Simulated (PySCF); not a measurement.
**HF/def2-TZVP run of C2H6GeO (SMILES C[CH2][Ge][OH])**

What is the vertical singlet–triplet gap of C2H6GeO at HF/def2-TZVP? 

The results are computed with PySCF 2.14.0.

## 1. The molecule

C2H6GeO has 10 atoms, charge 0, and is taken as a singlet. SMILES: `C[CH2][Ge][OH]`. The shape is that of a PBE0-D4/def2-TZVP optimisation. This is one conformer, not always the lowest.

Bond lengths: C1–C2 1.519 Å, C2–Ge3 2.014 Å, Ge3–O4 1.789 Å, C1–H5 1.095 Å, C1–H6 1.094 Å, C1–H7 1.095 Å, C2–H8 1.099 Å, C2–H9 1.099 Å, O4–H10 0.963 Å. Some angles: C1–C2–Ge3 118.5°, C2–Ge3–O4 99.7°, C1–C2–H8 111.0°, C1–C2–H9 111.0°, Ge3–C2–H8 105.3°, Ge3–C2–H9 105.3°, C2–C1–H5 111.8°, C2–C1–H6 112.3°, C2–C1–H7 111.7°, Ge3–O4–H10 114.7°.

## 2. The energy at HF/def2-TZVP

Input file geometry.xyz:

```xyz
10
C2H6GeO
C     -0.824700     0.531500     0.018600
C     -0.028700    -0.493800     0.806900
Ge     1.717500    -1.148700     0.045400
O      1.753200    -0.211400    -1.478100
H     -1.110900     0.152100    -0.967700
H     -1.752000     0.814600     0.524700
H     -0.257300     1.455500    -0.133500
H     -0.623500    -1.399400     0.989500
H      0.215100    -0.117700     1.810000
H      0.994400     0.366000    -1.612700
```

Input file run.py:

```python
from pyscf import gto

mol = gto.M(
    atom='geometry.xyz',
    max_memory=1860,
    basis='def2-tzvp',
    spin=0,
    verbose=3,
    charge=0,
)

myscf = mol.RHF()
myscf.conv_tol = 1e-10
myscf.kernel()
if not myscf.converged:
    myscf = myscf.newton().run(myscf.mo_coeff, myscf.mo_occ)

e_final = myscf.e_tot
print('E(%s) = %.9f' % ('HF', e_final))
```

Command:

```console
$ OMP_NUM_THREADS=1 python run.py
```

Output:

```text
converged SCF energy = -2229.52484683515
E(HF) = -2229.524846835
```

Run time: 14 s. Hardware: 1 thread of Arm Neoverse V2, shared host; peak memory 1.1 GiB.

## 3. The triplet

Input file run.py:

```python
from pyscf import gto

mol = gto.Mole()
mol.atom = [
    ('C', (-0.824700, 0.531500, 0.018600)),
    ('C', (-0.028700, -0.493800, 0.806900)),
    ('Ge', (1.717500, -1.148700, 0.045400)),
    ('O', (1.753200, -0.211400, -1.478100)),
    ('H', (-1.110900, 0.152100, -0.967700)),
    ('H', (-1.752000, 0.814600, 0.524700)),
    ('H', (-0.257300, 1.455500, -0.133500)),
    ('H', (-0.623500, -1.399400, 0.989500)),
    ('H', (0.215100, -0.117700, 1.810000)),
    ('H', (0.994400, 0.366000, -1.612700)),
]
mol.spin = 2
mol.basis = 'def2-tzvp'
mol.max_memory = 1860
mol.verbose = 3
mol.build()

mf = mol.UHF()
mf.conv_tol = 1e-10
mf.kernel()
if not mf.converged:
    mf = mf.newton().run(mf.mo_coeff, mf.mo_occ)

e_final = mf.e_tot
print('E(%s) = %.9f' % ('HF', e_final))
```

Command:

```console
$ OMP_NUM_THREADS=1 python run.py
```

Output:

```text
WARN: HOMO -0.0210123603460701 >= LUMO -0.195526389654269

converged SCF energy = -2229.46254327503  <S^2> = 2.0132163  2S+1 = 3.008798
E(HF) = -2229.462543275
```

Run time: 27 s. Hardware: 1 thread of Arm Neoverse V2, shared host; peak memory 1.1 GiB.

## 4. Results

Level: HF/def2-TZVP.

| quantity | value |
| --- | --- |
| singlet: total energy | -2229.52485 Eh |
| singlet: dipole moment | 2.44 D |
| singlet: HOMO energy | -8.80 eV |
| singlet: LUMO energy | 1.34 eV |
| singlet: HOMO–LUMO gap | 10.15 eV |
| triplet: total energy | -2229.46254 Eh |
| triplet: dipole moment | 2.73 D |
| triplet: HOMO energy (highest over α and β) | -6.96 eV |
| triplet: LUMO energy (lowest over α and β) | 0.01 eV |
| triplet: ⟨S²⟩ | 2.013 |
| vertical energy of the triplet above the singlet | 1.695 eV |

In words: At this shape the triplet lies 1.70 eV (39 kcal/mol) above the singlet. Mulliken charges (singlet) run from -0.69 on O4 to +0.54 on Ge3. Mulliken charges (triplet) run from -0.70 on O4 to +0.41 on Ge3.
